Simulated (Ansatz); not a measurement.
# C5H7F2GaO2: basis-set convergence

An exercise on one series of results from a longer session: the logs are not shown, and one member is left open.

Computed with Ansatz 0.2.0, Gaussian basis. Level: one geometry, several basis sets.

Plan: PBE0-D4/def2-SVP; ωB97M-V/def2-SVP; PBE0-D4/def2-QZVPP; ωB97M-V/def2-QZVPP; the functionals' def2-TZVPP values are taken from earlier runs.

**Structure used throughout**

An earlier PBE0-D4 in a triple-zeta def2 set relaxation fixed the geometry.

SMILES `CC1=CC(C)=[O+][Ga-]([F])([F])[O]1`, 17 atoms, charge 0, spin multiplicity 1.

Atoms are counted from 1 here; the program's logs count them from 0.

Bond lengths: C1–C2 1.490 Å, C1–H11 1.093 Å, C1–H12 1.088 Å, C1–H13 1.093 Å, C2–C3 1.395 Å, C2–O10 1.277 Å, C3–C4 1.395 Å, C3–H14 1.080 Å, C4–C5 1.490 Å, C4–O6 1.277 Å, C5–H15 1.093 Å, C5–H16 1.088 Å, C5–H17 1.093 Å, O6–Ga7 1.883 Å, Ga7–F8 1.747 Å, Ga7–F9 1.747 Å, Ga7–O10 1.883 Å. Angles: C2–C1–H11 108.9°, C2–C1–H12 112.5°, C2–C1–H13 108.9°, H11–C1–H12 109.7°, H11–C1–H13 106.9°, H12–C1–H13 109.7°, C1–C2–C3 120.2°, C1–C2–O10 114.7°, C3–C2–O10 125.1°, C2–C3–C4 125.3°, C2–C3–H14 117.4°, C4–C3–H14 117.4°, C3–C4–C5 120.2°, C3–C4–O6 125.1°, C5–C4–O6 114.7°, C4–C5–H15 108.9°, C4–C5–H16 112.5°, C4–C5–H17 108.9° and more.

Set-up of the first run:

in.yaml reads:

```yaml
crystal:
  periodic: [false, false, false]
  atoms:
    - {symbol: C, position_ang: [1.509978, -2.081947, -0.677167]}
    - {symbol: C, position_ang: [0.941936, -0.779601, -0.226944]}
    - {symbol: C, position_ang: [-0.437839, -0.574110, -0.241063]}
    - {symbol: C, position_ang: [-1.082119, 0.598108, 0.155178]}
    - {symbol: C, position_ang: [-2.568157, 0.694100, 0.092427]}
    - {symbol: O, position_ang: [-0.497419, 1.648239, 0.587020]}
    - {symbol: Ga, position_ang: [1.370748, 1.802991, 0.768135]}
    - {symbol: F, position_ang: [1.795877, 1.959363, 2.455563]}
    - {symbol: F, position_ang: [1.980384, 3.006673, -0.341859]}
    - {symbol: O, position_ang: [1.809047, 0.078389, 0.151323]}
    - {symbol: H, position_ang: [2.201110, -1.900017, -1.503729]}
    - {symbol: H, position_ang: [0.741140, -2.785358, -0.989756]}
    - {symbol: H, position_ang: [2.095354, -2.513825, 0.138134]}
    - {symbol: H, position_ang: [-1.057410, -1.388517, -0.586597]}
    - {symbol: H, position_ang: [-2.841824, 1.532056, -0.553263]}
    - {symbol: H, position_ang: [-3.028824, -0.219554, -0.277228]}
    - {symbol: H, position_ang: [-2.950881, 0.922610, 1.090025]}
basis:
  gaussian: {orbitals: def2-SVP}
hamiltonian: {xc: pbe0, dispersion: d4}
output: {orbitals: {seedname: orbitals}}
```

Launch:

```
$ ansatz run in.yaml --threads 4 --pin off --events-out ev --progress --plain --max-ram 46080MiB --backend cpu
```

Among the steps run: PBE0-D4 in def2-SVP; ωB97M-V in def2-SVP; PBE0-D4 in def2-QZVPP; ωB97M-V in def2-QZVPP.

One table of the session follows, with a row left open; its other results are not shown here.

It belongs to the step «Density functionals: the series». 

| functional | basis | HOMO (eV) | LUMO (eV) |
| --- | --- | --- | --- |
| PBE0-D4 | def2-SVP | -7.90 | -2.33 |
| PBE0-D4 | def2-TZVPP | ? | ? |
| PBE0-D4 | def2-QZVPP | -7.94 | -2.41 |
| ωB97M-V | def2-SVP | -9.99 | -0.19 |
| ωB97M-V | def2-TZVPP | -10.03 | -0.28 |
| ωB97M-V | def2-QZVPP | -10.06 | -0.32 |

**Question.** Estimate the row for PBE0-D4, def2-TZVPP.

**Answer.** HOMO (eV): -7.92; LUMO (eV): -2.38. In the column «HOMO (eV)» it lies between PBE0-D4, def2-QZVPP (-7.94) and PBE0-D4, def2-SVP (-7.90).
